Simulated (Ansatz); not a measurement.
Born–Oppenheimer molecular dynamics of a periodic cell of 24 atoms, NaAlS$_{2}$O$_{8}$ (host NaAlS2O8, host structure C2/m). It starts from an unrelaxed structure (largest force component 0.18 eV/Å).

The calculation used Ansatz 0.2.0, DFT PBEsol, scalar-relativistic, plane waves, PAW. Settings: cutoff 420 eV, k mesh 1x2x1, fermi-dirac smearing 0.05 eV, no spin polarisation.

```
ensemble        : NVT, Langevin thermostat
time step       : 1 fs
steps asked     : 270
set temperature : 1200 K
friction        : 0.05 /fs
seed            : 32903
```

Frames 1 fs apart, positions in Å, forces in eV/Å.

Velocities at 150.0 fs (Å/ps):

```
Na -0.83 6.85 2.63
Al 0.04 17.03 -0.93
S 2.55 -5.24 -6.17
S -2.75 -8.98 8.02
O -4.12 -2.85 -7.52
O -3.32 -0.39 -13.82
O 2.32 -12.31 2.41
O -3.80 12.74 5.44
O 0.31 4.47 5.93
O 5.47 10.59 -4.11
O 0.65 -6.41 -3.52
O 1.17 -16.30 8.30
Na -1.95 1.54 0.27
Al -7.16 4.53 -6.86
S -0.13 2.34 1.92
S -0.06 -1.73 2.16
O -11.68 -1.74 9.77
O 11.62 -6.64 -5.69
O -16.38 -8.28 1.62
O -6.23 1.47 -9.88
O -2.58 9.02 13.57
O 6.41 -0.08 2.48
O 4.37 2.86 -12.22
O -3.81 6.20 -9.20
```

```xyz
24
Lattice="-7.9437 0.0000 0.0000 0.0000 -5.0662 0.0000 -0.3841 0.0000 7.2987" Properties=species:S:1:pos:R:3:forces:R:3 time_fs=150.0 energy_less_start_eV=3.036 T=1090
Na -4.328 -2.641 3.675 0.02 0.02 0.10
Al -4.136 -2.730 0.030 1.63 1.17 -0.50
S -1.162 -2.513 1.614 0.07 0.32 -1.80
S -7.307 -2.431 5.679 2.07 -4.84 -1.26
O -1.737 -2.093 2.896 1.01 -1.28 0.07
O -6.598 -2.747 4.486 1.12 0.31 -2.90
O -0.236 -1.456 1.119 0.41 1.15 -0.03
O -8.223 -3.764 5.697 0.72 2.58 3.09
O -8.000 -1.172 5.561 -1.54 1.37 1.33
O -0.239 -3.731 1.449 -1.05 -0.36 1.15
O -2.235 -2.705 0.627 -1.19 -0.54 -0.59
O -6.245 -2.296 6.720 -0.72 -1.10 1.24
Na -0.192 0.245 3.701 0.07 -0.08 -0.52
Al -0.035 0.005 -0.131 -0.44 0.52 0.79
S -5.224 -0.051 1.504 -0.22 0.04 2.19
S -3.184 -0.144 5.779 0.53 -2.51 4.29
O -5.611 -0.164 2.942 -0.19 -0.37 -2.31
O -2.593 0.124 4.540 0.58 0.68 -3.01
O -4.405 -3.835 1.479 -0.90 0.59 -0.69
O -3.672 -1.570 5.929 -1.72 0.15 -1.50
O -4.269 -4.229 6.104 -0.05 0.46 0.44
O -4.309 -1.092 1.053 1.29 -1.70 0.52
O -6.259 -0.102 0.445 -0.21 1.77 0.21
O -2.134 -0.240 6.877 -1.27 1.67 -0.33
24
Lattice="-7.9437 0.0000 0.0000 0.0000 -5.0662 0.0000 -0.3841 0.0000 7.2987" Properties=species:S:1:pos:R:3:forces:R:3 time_fs=151.0 energy_less_start_eV=2.815 T=1171
Na -4.327 -2.632 3.677 0.02 0.02 0.09
Al -4.136 -2.713 0.030 1.65 0.92 -0.38
S -1.159 -2.518 1.607 -0.36 0.47 -1.32
S -7.309 -2.440 5.686 2.36 -4.17 -2.12
O -1.742 -2.096 2.890 1.06 -1.36 -0.08
O -6.599 -2.747 4.473 0.61 0.47 -1.93
O -0.237 -1.467 1.122 0.60 1.68 -0.32
O -8.227 -3.751 5.704 0.64 2.38 3.04
O -8.001 -1.167 5.567 -1.20 0.84 1.40
O -0.233 -3.720 1.446 -0.94 -0.85 1.05
O -2.236 -2.713 0.623 -1.20 -0.53 -0.64
O -6.244 -2.312 6.728 -0.89 -1.03 1.07
Na -0.194 0.247 3.701 0.09 -0.09 -0.51
Al -0.043 0.010 -0.138 -0.18 0.36 0.95
S -5.224 -0.048 1.505 -0.72 -0.41 2.35
S -3.185 -0.146 5.781 0.35 -1.89 3.36
O -5.624 -0.167 2.952 -0.01 -0.38 -2.79
O -2.583 0.117 4.534 0.15 0.60 -2.28
O -4.422 -3.843 1.480 -0.50 1.17 -0.72
O -3.679 -1.567 5.918 -1.71 0.12 -1.35
O -4.270 -4.219 6.117 0.30 0.08 0.18
O -4.303 -1.092 1.055 1.14 -1.60 0.60
O -6.254 -0.097 0.433 -0.23 1.64 0.35
O -2.140 -0.235 6.869 -1.03 1.56 0.01
24
Lattice="-7.9437 0.0000 0.0000 0.0000 -5.0662 0.0000 -0.3841 0.0000 7.2987" Properties=species:S:1:pos:R:3:forces:R:3 time_fs=152.0 energy_less_start_eV=2.658 T=1213
Na -4.326 -2.622 3.676 0.03 0.02 0.09
Al -4.135 -2.697 0.032 1.66 0.69 -0.33
S -1.157 -2.522 1.599 -0.69 0.65 -0.55
S -7.310 -2.448 5.693 2.57 -3.44 -2.81
O -1.746 -2.096 2.888 1.17 -1.48 -0.38
O -6.597 -2.745 4.461 0.14 0.59 -1.06
O -0.240 -1.474 1.124 0.80 2.14 -0.59
O -8.234 -3.736 5.714 0.58 2.17 2.92
O -8.003 -1.160 5.576 -0.84 0.29 1.42
O -0.227 -3.711 1.445 -0.84 -1.25 0.95
O -2.236 -2.721 0.621 -1.35 -0.54 -0.81
O -6.245 -2.329 6.736 -1.02 -0.97 0.91
Na -0.196 0.248 3.701 0.09 -0.10 -0.50
Al -0.049 0.013 -0.146 0.08 0.22 1.12
S -5.226 -0.046 1.508 -1.19 -0.99 2.43
S -3.183 -0.147 5.784 0.14 -1.36 2.36
O -5.639 -0.171 2.962 0.18 -0.39 -3.19
O -2.576 0.109 4.525 -0.21 0.53 -1.58
O -4.442 -3.852 1.482 -0.02 1.83 -0.72
O -3.687 -1.564 5.907 -1.68 0.10 -1.18
O -4.267 -4.207 6.128 0.54 -0.21 -0.01
O -4.297 -1.091 1.053 0.96 -1.44 0.73
O -6.248 -0.091 0.423 -0.33 1.51 0.43
O -2.145 -0.229 6.861 -0.73 1.44 0.37
24
Lattice="-7.9437 0.0000 0.0000 0.0000 -5.0662 0.0000 -0.3841 0.0000 7.2987" Properties=species:S:1:pos:R:3:forces:R:3 time_fs=153.0 energy_less_start_eV=2.548 T=1235
Na -4.324 -2.613 3.678 0.04 0.02 0.08
Al -4.134 -2.679 0.034 1.67 0.44 -0.29
S -1.156 -2.526 1.591 -0.75 0.75 0.24
S -7.309 -2.456 5.700 2.72 -2.72 -3.37
O -1.747 -2.098 2.884 1.23 -1.56 -0.54
O -6.592 -2.742 4.451 -0.29 0.65 -0.26
O -0.246 -1.479 1.123 1.02 2.52 -0.83
O -8.241 -3.719 5.724 0.54 1.94 2.78
O -8.004 -1.153 5.585 -0.52 -0.19 1.40
O -0.223 -3.707 1.444 -0.74 -1.53 0.86
O -2.233 -2.729 0.625 -1.72 -0.59 -1.18
O -6.247 -2.344 6.747 -1.14 -0.92 0.73
Na -0.197 0.249 3.703 0.09 -0.10 -0.50
Al -0.054 0.014 -0.153 0.36 0.11 1.29
S -5.228 -0.046 1.512 -1.51 -1.52 2.30
S -3.180 -0.147 5.786 -0.04 -0.91 1.36
O -5.651 -0.177 2.970 0.31 -0.42 -3.43
O -2.572 0.100 4.512 -0.55 0.46 -0.86
O -4.462 -3.858 1.484 0.43 2.42 -0.69
O -3.693 -1.563 5.896 -1.61 0.16 -0.99
O -4.258 -4.195 6.140 0.70 -0.47 -0.18
O -4.288 -1.093 1.051 0.73 -1.17 0.91
O -6.241 -0.084 0.414 -0.42 1.35 0.52
O -2.147 -0.219 6.854 -0.54 1.29 0.65
24
Lattice="-7.9437 0.0000 0.0000 0.0000 -5.0662 0.0000 -0.3841 0.0000 7.2987" Properties=species:S:1:pos:R:3:forces:R:3 time_fs=154.0 energy_less_start_eV=2.466 T=1250
Na -4.321 -2.604 3.681 0.06 0.02 0.07
Al -4.133 -2.663 0.037 1.68 0.18 -0.28
S -1.155 -2.529 1.584 -0.76 0.64 0.92
S -7.308 -2.465 5.708 2.77 -1.90 -3.74
O -1.748 -2.101 2.878 1.23 -1.57 -0.54
O -6.589 -2.738 4.443 -0.58 0.64 0.33
O -0.252 -1.484 1.124 1.30 2.95 -1.09
O -8.251 -3.701 5.737 0.49 1.66 2.63
O -8.003 -1.147 5.595 -0.24 -0.62 1.37
O -0.218 -3.703 1.446 -0.71 -1.73 0.76
O -2.231 -2.736 0.631 -2.05 -0.64 -1.55
O -6.250 -2.358 6.761 -1.22 -0.90 0.56
Na -0.197 0.251 3.706 0.08 -0.11 -0.49
Al -0.059 0.013 -0.158 0.68 0.04 1.44
S -5.229 -0.048 1.518 -1.67 -1.72 1.98
S -3.177 -0.148 5.788 -0.28 -0.52 0.40
O -5.658 -0.182 2.974 0.36 -0.48 -3.50
O -2.570 0.089 4.497 -0.85 0.39 -0.12
O -4.481 -3.860 1.485 0.73 2.71 -0.63
O -3.701 -1.565 5.883 -1.47 0.35 -0.77
O -4.250 -4.181 6.151 0.88 -0.78 -0.36
O -4.280 -1.096 1.051 0.49 -0.88 1.07
O -6.234 -0.074 0.404 -0.45 1.15 0.68
O -2.146 -0.208 6.847 -0.48 1.11 0.85
24
Lattice="-7.9437 0.0000 0.0000 0.0000 -5.0662 0.0000 -0.3841 0.0000 7.2987" Properties=species:S:1:pos:R:3:forces:R:3 time_fs=155.0 energy_less_start_eV=2.396 T=1332
Na -4.316 -2.595 3.683 0.07 0.01 0.06
Al -4.133 -2.647 0.040 1.63 -0.06 -0.31
S -1.155 -2.529 1.577 -0.66 0.41 1.52
S -7.306 -2.478 5.713 2.75 -0.85 -3.82
O -1.746 -2.105 2.873 1.21 -1.56 -0.52
O -6.589 -2.732 4.439 -0.70 0.54 0.67
O -0.256 -1.488 1.124 1.50 3.33 -1.31
O -8.261 -3.681 5.751 0.36 1.25 2.48
O -8.003 -1.143 5.605 0.00 -0.98 1.32
O -0.209 -3.700 1.449 -0.79 -1.80 0.66
O -2.232 -2.744 0.636 -2.28 -0.67 -1.86
O -6.257 -2.369 6.775 -1.21 -0.91 0.41
Na -0.198 0.254 3.708 0.06 -0.12 -0.47
Al -0.063 0.012 -0.161 1.01 -0.04 1.56
S -5.229 -0.050 1.524 -1.89 -1.72 1.43
S -3.172 -0.149 5.791 -0.63 -0.23 -0.56
O -5.665 -0.184 2.975 0.39 -0.56 -3.42
O -2.571 0.077 4.480 -1.10 0.35 0.60
O -4.497 -3.858 1.485 0.97 2.86 -0.53
O -3.708 -1.567 5.871 -1.31 0.59 -0.54
O -4.239 -4.165 6.161 1.05 -1.10 -0.53
O -4.271 -1.099 1.055 0.29 -0.62 1.20
O -6.227 -0.063 0.392 -0.35 0.93 0.93
O -2.144 -0.199 6.841 -0.38 0.95 1.05
24
Lattice="-7.9437 0.0000 0.0000 0.0000 -5.0662 0.0000 -0.3841 0.0000 7.2987" Properties=species:S:1:pos:R:3:forces:R:3 time_fs=156.0 energy_less_start_eV=2.327 T=1300
Na -4.313 -2.585 3.686 0.09 0.00 0.05
Al -4.133 -2.633 0.043 1.56 -0.27 -0.36
S -1.156 -2.527 1.569 -0.35 0.09 1.85
S -7.305 -2.490 5.716 2.69 0.19 -3.75
O -1.743 -2.113 2.865 1.10 -1.43 -0.30
O -6.589 -2.724 4.434 -0.76 0.41 0.88
O -0.256 -1.489 1.124 1.57 3.52 -1.45
O -8.270 -3.661 5.764 0.20 0.74 2.33
O -8.006 -1.143 5.616 0.21 -1.23 1.21
O -0.203 -3.698 1.455 -0.91 -1.76 0.53
O -2.233 -2.751 0.640 -2.45 -0.67 -2.14
O -6.266 -2.379 6.788 -1.11 -0.93 0.30
Na -0.201 0.255 3.708 0.04 -0.13 -0.44
Al -0.066 0.011 -0.161 1.30 -0.11 1.64
S -5.228 -0.052 1.532 -2.05 -1.56 0.76
S -3.166 -0.149 5.794 -0.92 0.00 -1.51
O -5.672 -0.182 2.973 0.36 -0.68 -3.22
O -2.574 0.065 4.462 -1.28 0.33 1.27
O -4.512 -3.855 1.486 1.17 2.94 -0.45
O -3.714 -1.567 5.859 -1.21 0.75 -0.29
O -4.228 -4.150 6.168 1.14 -1.33 -0.65
O -4.259 -1.100 1.063 0.08 -0.40 1.28
O -6.218 -0.049 0.377 -0.22 0.69 1.22
O -2.143 -0.191 6.836 -0.27 0.83 1.23
24
Lattice="-7.9437 0.0000 0.0000 0.0000 -5.0662 0.0000 -0.3841 0.0000 7.2987" Properties=species:S:1:pos:R:3:forces:R:3 time_fs=157.0 energy_less_start_eV=2.278 T=1311
Na -4.310 -2.573 3.687 0.11 -0.02 0.04
Al -4.132 -2.620 0.047 1.49 -0.48 -0.41
S -1.157 -2.523 1.562 0.16 -0.31 1.98
S -7.302 -2.501 5.720 2.57 1.11 -3.71
O -1.739 -2.123 2.853 0.91 -1.22 0.08
O -6.589 -2.716 4.429 -0.84 0.29 1.12
O -0.251 -1.488 1.124 1.52 3.57 -1.54
O -8.280 -3.642 5.778 0.06 0.29 2.17
O -8.011 -1.142 5.629 0.41 -1.44 1.07
O -0.197 -3.697 1.463 -1.08 -1.63 0.40
O -2.233 -2.759 0.642 -2.57 -0.64 -2.40
O -6.276 -2.388 6.800 -0.93 -0.93 0.23
Na -0.204 0.253 3.708 0.02 -0.13 -0.41
Al -0.071 0.011 -0.161 1.67 -0.14 1.74
S -5.230 -0.055 1.540 -1.94 -1.01 0.01
S -3.161 -0.148 5.798 -1.20 0.24 -2.45
O -5.676 -0.178 2.971 0.28 -0.81 -2.93
O -2.578 0.054 4.446 -1.38 0.35 1.84
O -4.521 -3.848 1.490 1.13 2.65 -0.37
O -3.719 -1.564 5.845 -1.16 0.77 0.00
O -4.215 -4.138 6.174 1.18 -1.47 -0.71
O -4.249 -1.102 1.071 -0.12 -0.20 1.35
O -6.210 -0.033 0.363 -0.07 0.45 1.52
O -2.140 -0.184 6.833 -0.24 0.71 1.40
24
Lattice="-7.9437 0.0000 0.0000 0.0000 -5.0662 0.0000 -0.3841 0.0000 7.2987" Properties=species:S:1:pos:R:3:forces:R:3 time_fs=158.0 energy_less_start_eV=2.251 T=1259
Na -4.306 -2.561 3.689 0.13 -0.04 0.02
Al -4.132 -2.609 0.052 1.42 -0.71 -0.46
S -1.157 -2.519 1.558 0.51 -0.71 1.74
S -7.298 -2.510 5.722 2.43 1.92 -3.56
O -1.734 -2.132 2.842 0.67 -0.99 0.54
O -6.589 -2.707 4.426 -0.87 0.19 1.27
O -0.243 -1.486 1.126 1.37 3.51 -1.58
O -8.287 -3.624 5.790 -0.11 -0.17 2.01
O -8.017 -1.143 5.644 0.58 -1.59 0.88
O -0.190 -3.696 1.474 -1.25 -1.48 0.26
O -2.234 -2.767 0.640 -2.40 -0.53 -2.42
O -6.286 -2.396 6.812 -0.71 -0.93 0.17
Na -0.205 0.248 3.708 -0.01 -0.13 -0.39
Al -0.078 0.010 -0.162 2.08 -0.15 1.86
S -5.231 -0.058 1.550 -1.62 -0.34 -0.95
S -3.157 -0.150 5.802 -1.40 0.63 -3.20
O -5.679 -0.175 2.966 0.16 -0.95 -2.46
O -2.582 0.043 4.431 -1.42 0.37 2.33
O -4.525 -3.837 1.495 0.96 2.14 -0.29
O -3.726 -1.559 5.830 -1.12 0.70 0.30
O -4.204 -4.126 6.178 1.21 -1.64 -0.78
O -4.238 -1.104 1.078 -0.37 0.10 1.46
O -6.205 -0.018 0.352 0.12 0.23 1.81
O -2.138 -0.175 6.833 -0.36 0.56 1.44
```

Of the whole run (270 fs, mean temperature of the second half 1227 K): A run of 0.27 ps of so small a system gives no equilibrium averages. Limits of this set-up: coarse k mesh.

The run took 13 min on 1 thread of Arm Neoverse V2, with other jobs on the host, peak memory 0.58 GiB.
